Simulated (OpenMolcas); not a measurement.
# Mn⁴⁺ with 6 ligands (fluoride): CASSCF and CASPT2 levels and susceptibility

Aim: the ligand-field states of Mn⁴⁺ in this surrounding, its lowest levels with spin-orbit coupling and its magnetic susceptibility.

The numbers are computed with OpenMolcas 26.06 (state-averaged CASSCF and CASPT2, spin-orbit coupling by RASSI with atomic mean-field integrals), except any that are marked as measured or tabulated.

**1. The atom as given**

```
Species                           : Mn⁴⁺ (manganese, Z = 25, 21 electrons)
Basis                             : ANO-RCC-VDZP [5s4p2d1f], 118 functions with the ligands
Scalar Hamiltonian                : DKH2, point nucleus
Inactive shells                   : 1s 2s 2p 3s 3p of the metal, and all ligand shells
Active space                      : 3 electrons in 5 orbitals (3d)
Some configurations of this space : 3d3
Orbitals                          : optimised for each spin and parity, averaged over all roots
```

The outer shells:

3d3
```
3d [↑ ][↑ ][↑ ][  ][  ]
```

Mn⁴⁺ is taken with 6 ligands (fluoride) in octahedron coordination (Oh) at 1.9 Å. A charge of +0.333 e stands 3.2 Å behind each ligand. Ligand basis ANO-RCC-VDZP. The distances are assumed, not relaxed.

```xyz
7

Mn    0.0000    0.0000    0.0000
F     1.9000    0.0000    0.0000
F     0.0000    1.9000    0.0000
F    -1.9000    0.0000    0.0000
F     0.0000   -1.9000    0.0000
F     0.0000    0.0000    1.9000
F     0.0000    0.0000   -1.9000
```

The work runs as a chain of OpenMolcas steps in one folder; each step below is one input file. Labels, J, g values, rates, χT and fits are worked out afterwards by a script from the matrices that RASSI stores. The input lists half of the charges; inversion (Group=XYZ) makes the rest.

**2. Basis and integrals**

The input, a.inp:

```
&GATEWAY
Coord
7

Mn 0.0 0.0 0.0
F 1.900000 0.000000 0.000000
F 0.000000 1.900000 0.000000
F -1.900000 0.000000 0.000000
F 0.000000 -1.900000 0.000000
F 0.000000 0.000000 1.900000
F 0.000000 0.000000 -1.900000
Basis=Mn.ANO-RCC-VDZP,F.ANO-RCC-VDZP
Group=XYZ
NoMove
AngMom=0.0 0.0 0.0
AMFI
RICD
XField
3 Angstrom 0
5.100000 0.000000 0.000000 0.333333
0.000000 5.100000 0.000000 0.333333
0.000000 0.000000 5.100000 0.333333
&SEWARD
```

Command:

```bash
$ OMP_NUM_THREADS=1 MOLCAS_MEM=2457 MOLCAS_PROJECT=a pymolcas a.inp > a.log
```

**3. Reference wave functions, quartets of even parity, 10 roots**

The input, a.inp:

```
&RASSCF
FileOrb=start.orb
Symmetry=1
Spin=4
nActEl=3 0 0
Inactive=18 21
Ras2=5 0
CIRoot=10 10 1
SDav=10
CIMx=300
Iter=150 100
PrWF=0.3
OrbListing=Nothing
MaxOrb=0
LevShft=1.0
>>> COPY $Project.JobIph JOB001
```

start.orb holds start orbitals that the driver prepared beforehand, or those of the step before.

**4. Reference wave functions, doublets of even parity, 40 roots**

The input, a.inp:

```
&RASSCF
FileOrb=start.orb
Symmetry=1
Spin=2
nActEl=3 0 0
Inactive=18 21
Ras2=5 0
CIRoot=40 40 1
SDav=40
CIMx=300
Iter=150 100
PrWF=0.3
OrbListing=Nothing
MaxOrb=0
LevShft=1.0
>>> COPY $Project.JobIph JOB002
```

**5. RASSI: spin-orbit coupling between the states**

The input, a.inp:

```
&RASSI
NrOfJobIphs=2 10 40
1 2 3 4 5 6 7 8 9 10
1 2 3 4 5 6 7 8 9 10 11 12 13 14 15 16 17 18 19 20 21 22 23 24 25 26 27
28 29 30 31 32 33 34 35 36 37 38 39 40
IphNames
JOB001
JOB002
EJob
SpinOrbit
DIPRint=1.0
SOCoupling=1000.0
Subsets=2
Property=9
'ANGMOM' 1 'ANGMOM' 2 'ANGMOM' 3 'MLTPL  1' 1 'MLTPL  1' 2 'MLTPL  1' 3
'AMFI' 1 'AMFI' 2 'AMFI' 3
SOProperty=3
'ANGMOM' 1 'ANGMOM' 2 'ANGMOM' 3
```

**6. CASPT2: IPEA 0.25, imaginary shift 0.1 (closed shells correlated: 3s 3p of the metal, with ligand shells; the Frozen line counts the rest)**

The input, a.inp:

```
>>> COPY JOB001 $Project.JobIph
&CASPT2
Multistate=10 1 2 3 4 5 6 7 8 9 10
NoMult
Frozen=5 6
IPEA=0.25
Imaginary=0.1
MaxIter=60
WThr=0.0 0.3 0.05
PrWF=0.5
NoMix
>>> COPY JOB002 $Project.JobIph
&CASPT2
Multistate=40 1 2 3 4 5 6 7 8 9 10 11 12 13 14 15 16 17 18 19 20 21 22
23 24 25 26 27 28 29 30 31 32 33 34 35 36 37 38 39 40
NoMult
Frozen=5 6
IPEA=0.25
Imaginary=0.1
MaxIter=60
WThr=0.0 0.3 0.05
PrWF=0.5
NoMix
```

(Steps that only read results are left out.)

Before running it: what results should come out? Wanted: spin-free ground state; first state of the same spin within the active space; lowest level; next level.

The runs gave:

```
                                            quantity                                                                                                                                          value
                                              method  SS-CASPT2, IPEA 0.25, imaginary shift 0.1 (closed shells correlated: 3s 3p of the metal, with ligand shells; the Frozen line counts the rest)
                              spin-free ground state                                                                                                                4A2, 1-fold in its orbital part
first state of the same spin within the active space                                                                                                                              4T2 at 23400 cm⁻¹
                                        lowest level                                                                                                                                      4-fold Γ8
                                          next level                                                                                                                                   14667.9 cm⁻¹
                                         χT at 300 K                                                                                                                                 1.84 cm³ K/mol
                           effective moment at 300 K                                                                                                                                        3.83 μB
```

Cost by method:

| method | time of its own steps | time with the reference |
| --- | --- | --- |
| A. CASSCF | 20 s | 20 s |
| B. SS-CASPT2, IPEA 0.25, imaginary shift 0.1, +3s 3p | 1.7 min | 2 min |

Times are of one thread on a shared host.

In words: The spin-free ground state (4A2) is 1-fold and keeps the highest spin of the shell. χT at 300 K is 1.84, against 1.88 cm³ K/mol for the spin alone; near agreement at one temperature doesn't show that the orbital moment is quenched. CASPT2 does not keep the components of a term degenerate, and the means are used. The bonds are covalent and no ligand orbital is active, so the numbers are rough.
